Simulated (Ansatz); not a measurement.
# Si: a tetragonal deformation path

The task here is to estimate one member of a computed series from the others.

Program: Ansatz 0.2.0. Level of theory: DFT r2SCAN, scalar-relativistic, plane waves, PAW. These are calculated values, not measurements.

### Starting point

Symmetry: I4/mmm, No. 139, tetragonal system. The conventional cell has a = 6.651 Å, b = 6.651 Å, c = 3.845 Å, α = 90.00°, β = 90.00°, γ = 90.00°. Around Si (site symmetry m2m) lie 4 Si at 2.34 to 2.38 Å.

Structure file:

```
CELL_PARAMETERS angstrom
-3.32544 3.32544 1.92239
3.32544 -3.32544 1.92239
3.32544 3.32544 -1.92239
ATOMIC_POSITIONS crystal
Si 0.17880 0.17880 0.35760
Si 0.82120 0.82120 0.64240
Si 0.17880 0.82120 0.00000
Si 0.82120 0.17880 0.00000
```

It goes back to an entry of the Materials Project, which need not be the stable form.

No relaxation comes first: the listed cell is the starting point.

### The reference cell

Reference values: F = -2555.7983 eV; pressure 0.09 GPa; largest force 0.000 eV/Å; gap on the mesh 0.40 eV. It was computed beforehand with the settings of the runs below.

Set-up of the first run:

At fixed volume and fractional coordinates, lengths along (0.000, 0.000, 1.000) are scaled against those across it; ρ is that ratio over its starting value.

input.yaml

```yaml
crystal:
  lattice:
    - [-3.5105624357, 3.5105624357, 1.7249895509]
    - [3.5105624357, -3.5105624357, 1.7249895509]
    - [3.5105624357, 3.5105624357, -1.7249895509]
  atoms:
    - { symbol: Si, position: [0.17880106, 0.17880106, 0.35760212] }
    - { symbol: Si, position: [0.82119894, 0.82119894, 0.64239788] }
    - { symbol: Si, position: [0.17880106, 0.82119894, 0.0] }
    - { symbol: Si, position: [0.82119894, 0.17880106, 0.0] }
basis:
  ecutwfc: 500
kpoints:
  mp_grid: { grid: [12, 12, 12] }
hamiltonian:
  xc: r2scan
scf:
  occupations: { method: gaussian, width: 0.03 }
output:
  forces: true
  stress: true
  eigenvalues: true
  write_density: true
  write_potential: true
  elf: true
  volumetric_format: npy
```

Started as:

```sh
$ ansatz run input.yaml --threads 1 --pin off --max-ram 2560MiB --backend cpu --events-out ev --progress --plain --runs-dir out
```

Among the steps run: At ρ = 0.850; Point ρ = 1.200; ρ = 0.920; Point ρ = 1.100; At ρ = 0.960; ρ = 1.050; At ρ = 0.800; ρ = 1.300.

One table of the session follows, with a row left open; its other results are not shown here.

Collected from the runs (energy zero: the undisturbed cell):

```
    ρ  ΔE (meV/atom)  pressure (GPa)  gap on the mesh (eV)
0.800          413.4             4.6                  0.00
0.850          222.9             2.9                  0.00
0.920           58.3             1.0                  0.21
0.960              ?               ?                     ?
1.000            0.0             0.1                  0.40
1.050           20.1             0.1                  0.00
1.100           74.3             0.6                  0.00
1.200          258.0             2.5                  0.00
1.300          508.8             5.4                  0.00
```

Q: Estimate the row for ρ = 0.960 from the others.

Worked estimate for «ΔE (meV/atom)». A straight line through the neighbours (0.920, 58.3) and (1.000, 0.0) gives 58.3 + (0.0 − 58.3) × (0.960 − 0.920) / (1.000 − 0.920) = 29.2; a parabola fitted to 4 rows on both sides gives 12.9.

The run gave: ΔE (meV/atom): 13.8; pressure (GPa): 0.4; gap on the mesh (eV): 0.43. In «ΔE (meV/atom)» the line misses by +15.4 and the parabola by -0.9.

Where the gap reads zero, the mesh chosen for the insulator is on the coarse side.
